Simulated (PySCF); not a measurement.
**CeO₂: singlet, from a linear start**

Where does singlet CeO₂ go from a linear start, is the end point a minimum, and what are its modes, charges and moments?

Computed with PySCF 2.14.0. Level: PBE, basis Ce def2-TZVP with ECP28, O def2-TZVP, scalar-relativistic core potentials, no spin–orbit coupling, density fitting.

**1. The system as given**

3 atoms, charge 0, spin multiplicity 1.

Bond lengths: Ce1–O2 1.940 Å, Ce1–O3 1.940 Å. Angles: O2–Ce1–O3 180.0°.

Z-matrix (Å, degrees; charge 0 multiplicity 1):
```
Ce
O  1 1.9400
O  1 1.9400 2 180.00
```

**2. First SCF at the start**

One driver script runs all steps and calls PySCF; scf.py shows how it sets up the SCF of each step. The optimiser is the driver's own. After this first run the driver tries any further starts and a stability analysis.

scf.py reads:

```python
from pyscf import gto, scf, dft
mol = gto.M(atom='''
Ce     0.000000     0.000000     0.000000
O      0.000000     0.000000     1.940000
O      0.000000     0.000000    -1.940000''',
    basis={'Ce': 'def2-TZVP', 'O': 'def2-TZVP'},
    ecp={'Ce': 'def2-TZVP'},
    charge=0, spin=0)
mf = dft.RKS(mol, xc='PBE')
mf.grids.atom_grid = (50, 194)
mf.grids.prune = None
aux = {'Ce': 'def2-universal-JKFIT', 'O': 'def2-universal-JKFIT'}
mf = mf.density_fit(auxbasis=aux)
mf.conv_tol = 1e-08
mf.diis_space = 10
mf.max_cycle = 60
mf.verbose = 4
# dm0: spherical densities of the free atoms in this basis, scaled to the electron count
mf.diis, mf.max_cycle = scf.ADIIS(), 15
mf.kernel(dm0)
mf.diis, mf.max_cycle = True, 60
mf.kernel(mf.make_rdm1())
```

On the command line:

```console
$ OMP_NUM_THREADS=4 python axn.py task.json out
```

The runs that follow: Relaxation: linear start, singlet; Is it a minimum? Harmonic modes; Downhill along the imaginary mode; Hessian and properties.

Q: Predict the outcome of this session. Wanted: minimum; geometry; wavenumbers; dipole moment; highest occupied, lowest empty level; polar-tensor charge of Ce1; zero-point energy.

As calculated:

| quantity | value |
| --- | --- |
| minimum | singlet, C2v |
| geometry | Ce–O 1.831 Å (×2); O–Ce–O 133.0° |
| wavenumbers (cm⁻¹) | 98 (a1), 770 (b2), 774 (a1) |
| dipole moment | 4.40 D |
| highest occupied, lowest empty level | -5.17, -3.08 eV |
| polar-tensor charge of Ce1 | +1.98 e |
| zero-point energy | 9.8 kJ/mol |
| entropy at 298.15 K | 281.3 J/(mol K) |

What this shows: From D∞h at the start the molecule goes to a C2v minimum, after a stop at a second-order saddle point 8.4 kJ/mol higher, from which it was pushed off along an imaginary mode. The strongest infrared band lies at 770 cm⁻¹ (b2, stretch). Only this shape and spin were tried, so other structures or states may lie lower. Spin–orbit coupling is left out.
